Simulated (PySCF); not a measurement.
# C3H7FSn (SMILES C=[CH][SnH]([CH3])[F]) at 6 levels

Aim: a comparison of 6 runs (HF/STO-3G, HF/3-21G, HF/def2-SVP, PBE0/3-21G, PBE0/def2-SVP, M06-2X/def2-SVPD) of C3H7FSn. Input form: a Python script.

The results are computed with PySCF 2.14.0.

### 1 The structure to begin with

C3H7FSn: 12 atoms, total charge 0, spin state singlet. SMILES: `C=[CH][SnH]([CH3])[F]`. The coordinates come from a PBE0-D4/def2-TZVP relaxation. This is one conformer, not always the lowest.

Bond lengths: C1–C2 1.328 Å, C2–Sn3 2.117 Å, Sn3–C4 2.126 Å, Sn3–F5 1.936 Å, C1–H6 1.088 Å, C1–H7 1.087 Å, C2–H8 1.087 Å, Sn3–H9 1.708 Å, C4–H10 1.090 Å, C4–H11 1.090 Å, C4–H12 1.091 Å. Some angles: C1–C2–Sn3 121.7°, C2–Sn3–C4 112.4°, C2–Sn3–F5 105.3°, C4–Sn3–F5 104.8°, C1–C2–H8 119.2°, Sn3–C2–H8 119.1°, C2–C1–H6 121.9°, C2–C1–H7 122.5°, C2–Sn3–H9 114.2°, C4–Sn3–H9 115.4°.

### 2 Energy and gradient at HF/STO-3G (run 1)

The input, job.py:

```python
from pyscf import gto

mol = gto.M(
    atom='''
C     -3.863545    -0.757024    -0.126612
C     -2.510690     0.224499     1.745351
Sn     1.464349     0.595831     1.493262
C      2.873518    -0.423488    -2.127832
F      2.119895     4.183287     1.777854
H     -5.905583    -0.955068    -0.004535
H     -3.012979    -1.407279    -1.879711
H     -3.466892     0.848298     3.453097
H      3.073073    -0.644019     4.002629
H      1.806389     0.566729    -3.584810
H      4.855273     0.120753    -2.258223
H      2.713080    -2.456455    -2.425841
''',
    unit='bohr',
    spin=0,
    charge=0,
    basis='sto-3g',
    verbose=4,
    max_memory=1860,
)

mf = mol.RHF()
mf.conv_tol = 1e-10
mf.kernel()
if not mf.converged:
    mf = mf.newton().run(mf.mo_coeff, mf.mo_occ)

energy = mf.e_tot
print('E(%s) = %.9f' % ('HF', energy))
grad = mf.nuc_grad_method().kernel()
dip = mf.dip_moment()
pop, q = mf.mulliken_pop()
```

On the command line:

```sh
$ OMP_NUM_THREADS=1 python job.py
```

The program printed:

```text
PySCF version 2.14.0

[... 66 lines left out ...]
converged SCF energy = -6177.61187315455
[... 12 lines left out ...]
Dipole moment(X, Y, Z, Debye): -0.02589, -1.65891,  0.00733
[... 67 lines left out ...]
charge of   11H =      0.04563
```

Run time: 14 s. Hardware: 1 thread of Intel Xeon at 2.50GHz (Skylake/Cascade Lake), shared host; peak memory 0.13 GiB.

### 3 Energy and gradient at HF/3-21G (run 2)

The input, input.xyz:

```xyz
12
C3H7FSn
C     -2.044500    -0.400600    -0.067000
C     -1.328600     0.118800     0.923600
Sn     0.774900     0.315300     0.790200
C      1.520600    -0.224100    -1.126000
F      1.121800     2.213700     0.940800
H     -3.125100    -0.505400    -0.002400
H     -1.594400    -0.744700    -0.994700
H     -1.834600     0.448900     1.827300
H      1.626200    -0.340800     2.118100
H      0.955900     0.299900    -1.897000
H      2.569300     0.063900    -1.195000
H      1.435700    -1.299900    -1.283700
```

The input, calc.py:

```python
from pyscf import gto

mol = gto.Mole()
mol.atom = 'input.xyz'
mol.verbose = 4
mol.max_memory = 1860
mol.basis = '3-21g'
mol.build()

hf = mol.RHF()
hf.conv_tol = 1e-10
hf.kernel()
if not hf.converged:
    hf = hf.newton().run(hf.mo_coeff, hf.mo_occ)

energy = hf.e_tot
print('Final energy', energy)
grad = hf.nuc_grad_method().kernel()
hf.analyze()
```

On the command line:

```sh
$ OMP_NUM_THREADS=1 python calc.py
```

The program printed:

```text
PySCF version 2.14.0

[... 70 lines left out ...]
converged SCF energy = -6212.2318706435
[... 24 lines left out ...]
MO #4   energy= -145.38728664641   occ= 2
[... 10 lines left out ...]
MO #15  energy= -19.0877606878053  occ= 2
[... 10 lines left out ...]
MO #26  energy= -1.42213368101282  occ= 2
[... 10 lines left out ...]
MO #37  energy= -0.541499246857286 occ= 2
[... 10 lines left out ...]
MO #48  energy= 0.27794339577979   occ= 0
[... 10 lines left out ...]
MO #59  energy= 0.920453442818848  occ= 0
[... 10 lines left out ...]
MO #70  energy= 1.34243241289466   occ= 0
[... 10 lines left out ...]
MO #81  energy= 3.73267686843916   occ= 0
[... 96 lines left out ...]
Dipole moment(X, Y, Z, Debye): -1.01511, -3.11556, -0.89215
```

Run time: 14 s. Hardware: 1 thread of Intel Xeon at 2.50GHz (Skylake/Cascade Lake), shared host; peak memory 0.16 GiB.

Runs 3 to 5 aren't shown in full; the table further down has their settings and results.

### 4 Energy and forces at M06-2X/def2-SVPD (core potential) (run 6)

The input, input.py:

```python
# C=[CH][SnH]([CH3])[F]
from pyscf import gto, dft

mol = gto.M(
    atom='''
C     -3.863545    -0.757024    -0.126612
C     -2.510690     0.224499     1.745351
Sn     1.464349     0.595831     1.493262
C      2.873518    -0.423488    -2.127832
F      2.119895     4.183287     1.777854
H     -5.905583    -0.955068    -0.004535
H     -3.012979    -1.407279    -1.879711
H     -3.466892     0.848298     3.453097
H      3.073073    -0.644019     4.002629
H      1.806389     0.566729    -3.584810
H      4.855273     0.120753    -2.258223
H      2.713080    -2.456455    -2.425841
''',
    max_memory=1860,
    verbose=4,
    basis='def2-svpd',
    ecp={'Sn': 'def2-svp'},
    unit='bohr',
)

mf = dft.RKS(mol, xc='m06-2x')
mf.conv_tol = 1e-10
mf.grids.level = 5
mf.kernel()
if not mf.converged:
    mf = mf.newton().run(mf.mo_coeff, mf.mo_occ)

etot = mf.e_tot
print('E = %.10f Eh' % etot)
grad = mf.nuc_grad_method().kernel()
dip = mf.dip_moment()
pop, q = mf.mulliken_pop()
```

On the command line:

```sh
$ OMP_NUM_THREADS=1 python input.py
```

The program printed:

```text
PySCF version 2.14.0

[... 89 lines left out ...]
converged SCF energy = -432.341050757697
[... 13 lines left out ...]
Dipole moment(X, Y, Z, Debye): -0.98183, -3.09608, -0.95135
[... 184 lines left out ...]
charge of   11H =     -0.04797
```

It took 5.6 min on 1 thread of Intel Xeon at 2.50GHz (Skylake/Cascade Lake), shared host; peak memory 2.2 GiB.

### 5 The series

| run | level | core potential | integration grid | energy (Eh) | dipole moment (D) | HOMO energy (eV) | LUMO energy (eV) | wall time |
| --- | --- | --- | --- | --- | --- | --- | --- | --- |
| 1 | HF/STO-3G | – | – | -6177.611873 | 1.66 | -8.51 | 8.22 | 14 s |
| 2 | HF/3-21G | – | – | -6212.231871 | 3.40 | -10.69 | 3.23 | 14 s |
| 3 | HF/def2-SVP (core potential) | def2-svp | – | -430.283643 | 3.63 | -10.76 | 2.88 | 44 s |
| 4 | PBE0/3-21G | – | 5 | -6215.392033 | 2.88 | -7.94 | -0.27 | 71 s |
| 5 | PBE0/def2-SVP (core potential) | def2-svp | 5 | -432.248648 | 3.21 | -8.21 | -0.63 | 2.1 min |
| 6 | M06-2X/def2-SVPD (core potential) | def2-svp | 5 | -432.341051 | 3.38 | -9.52 | -0.02 | 5.6 min |

### 6 Outcome

| quantity | value |
| --- | --- |
| run 6: total energy | -432.34105 Eh |
| run 6: dipole moment | 3.38 D |
| run 6: HOMO energy | -9.52 eV |
| run 6: LUMO energy | -0.02 eV |
| run 6: HOMO–LUMO gap | 9.49 eV |
| run 6: largest force on an atom | 0.726 eV/Å |

The dipole moment (its size) runs from 1.66 D (HF/STO-3G) to 3.63 D (HF/def2-SVP). The two ends differ in basis and core potential. The HOMO–LUMO gap runs from 7.57 eV (PBE0/def2-SVP) to 16.73 eV (HF/STO-3G). The two ends differ in method and basis and core potential. Totals of different functionals can't be ranked against each other. Some runs of one species differ in core potentials or relativity; totals across that change don't compare. In run 1 the basis is minimal, so the values are rough. In runs 1, 2, 4 relativity is left out where basis or elements ask for it. All runs together took 10 min, the longest 5.6 min.
